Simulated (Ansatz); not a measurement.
Task: a rigid scan of one bond length of CH4BI, SMILES CBI, with the Ansatz DFT code, driven from Python. Give the script and its output. Settings (for the species named): r2scan0, def2-SVP basis, multiplicity 1.

```xyz
7

C    -0.6136   -0.0597   -0.4032
B     0.6555   -0.2592    0.4272
I     1.8295    1.4583    1.0910
H    -1.2999    0.6048    0.1757
H    -0.4078    0.5150   -1.3701
H    -1.1300   -0.9739   -0.6649
H     1.0275   -1.3533    0.6987
```

`scan.py`:
```python
"""Stretching a bond of CH4BI, the rest held rigid."""

import warnings

import ansatz as az
from ase import Atoms
import numpy as np


def main() -> None:
    warnings.simplefilter("ignore", az.DeckWarning)

    atoms = Atoms(["C", "B", "I", "H", "H", "H", "H"], positions=[
        [-0.6136, -0.0597, -0.4032],
        [0.6555, -0.2592, 0.4272],
        [1.8295, 1.4583, 1.091],
        [-1.2999, 0.6048, 0.1757],
        [-0.4078, 0.515, -1.3701],
        [-1.13, -0.9739, -0.6649],
        [1.0275, -1.3533, 0.6987],
    ])
    system = az.Crystal.molecule_from_ase(atoms)

    symbols = [site.symbol for site in system.cartesian_sites]
    start = np.array([site.position_ang for site in system.cartesian_sites])
    axis = (start[5] - start[0]) / np.linalg.norm(start[5] - start[0])
    moving = [5]
    lengths, energies = [0.952, 0.996, 1.039, 1.082, 1.125, 1.169, 1.212, 1.277], []
    for length in lengths:
        xyz = start.copy()
        xyz[moving] += (length - np.linalg.norm(start[5] - start[0])) * axis
        point = az.Crystal.molecule()
        for symbol, place in zip(symbols, xyz):
            point = point.atom(symbol, place.tolist())
        model = (
            point.calculation()
            .basis(gaussian="def2-SVP")  # atom-centred Gaussian functions
            .functional("r2scan0")
        )
        report = model.run().report
        energies.append(report["free_energy_ev"])
        print(f"r = {length:6.3f} A  E = {energies[-1]:.5f} eV  <S^2> = {abs(report['mean_field']['state']['spin_squared']):.3f}")

    # quartic fit about the minimum
    fit = np.polynomial.Polynomial.fit(lengths, np.array(energies) - min(energies), 4).convert()
    roots = [r.real for r in fit.deriv().roots() if abs(r.imag) < 1e-9 and fit.deriv(2)(r.real) > 0]
    r_e = min(roots, key=lambda r: abs(r - lengths[int(np.argmin(energies))]))
    print(f"minimum of the fit at {r_e:.4f} A, force constant {fit.deriv(2)(r_e):.2f} eV/A^2")


if __name__ == "__main__":
    main()
```

```console
$ python scan.py
r =  0.952 A  E = -9879.25661 eV  <S^2> = 0.000
r =  0.996 A  E = -9879.52138 eV  <S^2> = 0.000
r =  1.039 A  E = -9879.66629 eV  <S^2> = 0.000
r =  1.082 A  E = -9879.72265 eV  <S^2> = 0.000
r =  1.125 A  E = -9879.70953 eV  <S^2> = 0.000
r =  1.169 A  E = -9879.64014 eV  <S^2> = 0.000
r =  1.212 A  E = -9879.53011 eV  <S^2> = 0.000
r =  1.277 A  E = -9879.30596 eV  <S^2> = 0.000
minimum of the fit at 1.0939 A, force constant 35.05 eV/A^2
```

Notes:
- Total energies depend on the basis set; only differences at equal settings carry meaning.
- The rest of the molecule is held rigid at a force-field or estimated start geometry, and the basis set is modest; single-reference methods fail as a bond breaks.
- def2 sets replace the cores of elements past krypton by effective core potentials.
- The orbitals are restricted, so S² is zero by construction.
- Timing: 33 s on 1 thread of Arm Neoverse V1 (shared host), peak memory 0.22 GiB.
